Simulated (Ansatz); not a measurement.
# F2H2HfO2: the cost of one run

All numbers below are computed with Ansatz 0.2.0 (RKS PBE0-D4/def2-SVP).

### 1 Starting point

Bond lengths: Hf1–O2 2.070 Å, O2–H3 1.010 Å, Hf1–F4 1.980 Å, Hf1–F5 1.979 Å, Hf1–O6 2.069 Å, O6–H7 1.010 Å. Angles: Hf1–O2–H3 109.5°, O2–Hf1–F4 109.4°, O2–Hf1–F5 109.5°, O2–Hf1–O6 109.5°, F4–Hf1–F5 109.5°, F4–Hf1–O6 109.5°, F5–Hf1–O6 109.5°, Hf1–O6–H7 109.5°.

Structure file:

```xyz
7

Hf    0.0000    0.0000    0.0000
O     0.0000    0.0000    2.0700
H    -0.9095   -0.2814    2.4071
F     1.8671    0.0000   -0.6593
F    -0.9326    1.6157   -0.6593
O    -0.9750   -1.6891   -0.6893
H    -1.4296   -2.1548    0.0831
```

### 2 Preparing the start

The input, input.yaml:

```yaml
crystal:
  periodic: [false, false, false]
  atoms:
    - { symbol: Hf, position_ang: [0.0, 0.0, 0.0] }
    - { symbol: O, position_ang: [0.0, 0.0, 2.07] }
    - { symbol: H, position_ang: [-0.9095, -0.2814, 2.4071] }
    - { symbol: F, position_ang: [1.8671, 0.0, -0.6593] }
    - { symbol: F, position_ang: [-0.9326, 1.6157, -0.6593] }
    - { symbol: O, position_ang: [-0.975, -1.6891, -0.6893] }
    - { symbol: H, position_ang: [-1.4296, -2.1548, 0.0831] }
basis:
  gaussian: { orbitals: def2-SVP }
hamiltonian:
  xc: pbe0
  dispersion: d4
relax:
  f_tol: 0.02
  max_steps: 40
output:
  orbitals: {}
```

Command:

```bash
> ansatz run input.yaml --threads 2 --pin off --max-ram 3072MiB --backend cpu --events-out ev --progress --plain --runs-dir out
```

What time and memory should one allow on 2 threads of Arm Neoverse V2, shared host?

About 25 s, with a peak of 0.2 GiB.
